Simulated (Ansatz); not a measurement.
**HF/STO-3G run of C2F4O (trifluoroacetyl fluoride)**

What is the electronic atomisation energy of C2F4O (trifluoroacetyl fluoride) at HF/STO-3G? 

The calculation is run with Ansatz 0.2.0.

51 further runs of the same task are left out: 51 set aside as unsound or not needed.

## 1. The structure to begin with

C2F4O: 7 atoms, total charge 0, spin state singlet. SMILES: `O=C(F)C(F)(F)F`. The coordinates come from a PBE0-D4/def2-TZVP relaxation.

Bond lengths: O1–C2 1.172 Å, C2–F3 1.326 Å, C2–C4 1.542 Å, C4–F5 1.330 Å, C4–F6 1.330 Å, C4–F7 1.318 Å. Angles: O1–C2–F3 124.0°, O1–C2–C4 126.4°, F3–C2–C4 109.5°, C2–C4–F5 109.8°, C2–C4–F6 109.8°, C2–C4–F7 110.2°, F5–C4–F6 108.7°, F5–C4–F7 109.1°, F6–C4–F7 109.1°.

## 2. A single-point energy at HF/STO-3G

run.yaml

```yaml
crystal:
  periodic: [false, false, false]
  atoms:
    - {symbol: O, position_ang: [1.061180, -1.396170, 0.701140]}
    - {symbol: C, position_ang: [0.088980, -0.798110, 0.435150]}
    - {symbol: F, position_ang: [-1.136840, -1.201010, 0.739860]}
    - {symbol: C, position_ang: [0.018150, 0.551850, -0.306440]}
    - {symbol: F, position_ang: [-0.697880, 0.418270, -1.418740]}
    - {symbol: F, position_ang: [-0.564330, 1.461580, 0.468830]}
    - {symbol: F, position_ang: [1.230750, 0.963590, -0.619810]}
basis:
  gaussian:
    orbitals: STO-3G
hamiltonian:
  xc: hf
output: {orbitals: {seedname: orbitals}}
accuracy: high
```

The run is started by

```console
ansatz run run.yaml --threads 1 --pin off --max-ram 3480MiB --events-out events.jsonl --progress --plain --runs-dir runs
```

What it wrote:

```text
Warning: RAYON_NUM_THREADS=1 ignored (pool sized by the plan → 1); use --threads N
Functional definition: HF
  name "HF"
  exchange = exact_x
  correlation = 0
757 factors; integrals over basis functions are off by at most 4.2e-8 eV
mean field evaluation 1: about -14704.8482 eV, gradient 5.6e1 eV
mean field evaluation 2: about -14705.1417 eV, gradient 5.7e1 eV
mean field evaluation 4: about -14715.1578 eV, gradient 4.7e0 eV
mean field evaluation 8: about -14715.2872 eV, gradient 1.8e-1 eV
mean field -14715.28730848 eV, -540.7768342066 hartree, gradient 1.5e-8 eV, S^2 0.000000; 0 other end points of the search recorded, 0 dependent functions left out
reference -14715.28730848 eV, -540.7768342066 hartree; 28, 28 occupied and 7, 7 virtual orbitals, 757 factors
Total energy: -14715.28730848 eV, -540.7768342066 hartree
```

Run time: 0.34 s. Hardware: 1 thread of Arm Neoverse V2, shared host.

## 3. The C atom at the same level

in.yaml

```yaml
crystal:
  periodic: [false, false, false]
  atoms:
    - {symbol: C, position_ang: [0.000000, 0.000000, 0.000000]}
basis:
  gaussian: {orbitals: STO-3G}
magnetization: {spin_polarized: true, initial_magnetization: 2}
hamiltonian: {xc: hf}
accuracy: high
```

Run the same way, it converges to -37.19839 Eh (log not shown).

## 4. The F atom

run.yaml

```yaml
crystal:
  periodic: [false, false, false]
  atoms:
    - symbol: F
      position_ang: [0.000000, 0.000000, 0.000000]
basis:
  gaussian:
    orbitals: STO-3G
magnetization:
  spin_polarized: true
  initial_magnetization: 1
hamiltonian:
  xc: hf
accuracy: high
```

Run the same way, it converges to -97.98651 Eh (log not shown).

## 5. The O atom, same level

run.yaml

```yaml
crystal:
  periodic: [false, false, false]
  atoms:
    - {symbol: O, position_ang: [0.000000, 0.000000, 0.000000]}
basis:
  gaussian: {orbitals: STO-3G}
magnetization: {spin_polarized: true, initial_magnetization: 2}
hamiltonian: {xc: hf}
accuracy: high
```

Run the same way, it converges to -73.80415 Eh (log not shown).

## 6. What came out

At HF/STO-3G:

| quantity | value |
| --- | --- |
| molecule: total energy | -540.77683 Eh |
| molecule: HOMO energy | -10.15 eV |
| molecule: LUMO energy | 6.89 eV |
| molecule: HOMO–LUMO gap | 17.04 eV |
| C atom: total energy | -37.19839 Eh |
| C atom: ⟨S²⟩ | 2.000 |
| F atom: total energy | -97.98651 Eh |
| F atom: ⟨S²⟩ | 0.750 |
| O atom: total energy | -73.80415 Eh |
| O atom: ⟨S²⟩ | 2.000 |
| electronic atomisation energy | 17.140 eV |

What this shows: Taking the molecule apart into free atoms costs 17.14 eV (395 kcal/mol), before zero-point energy and without spin-orbit coupling. Hartree–Fock lacks the correlation of the bonding pairs, which as a rule makes this value much too low; in minimal bases other errors can mask that. In a minimal basis such a difference can be off by several eV, whatever the method.
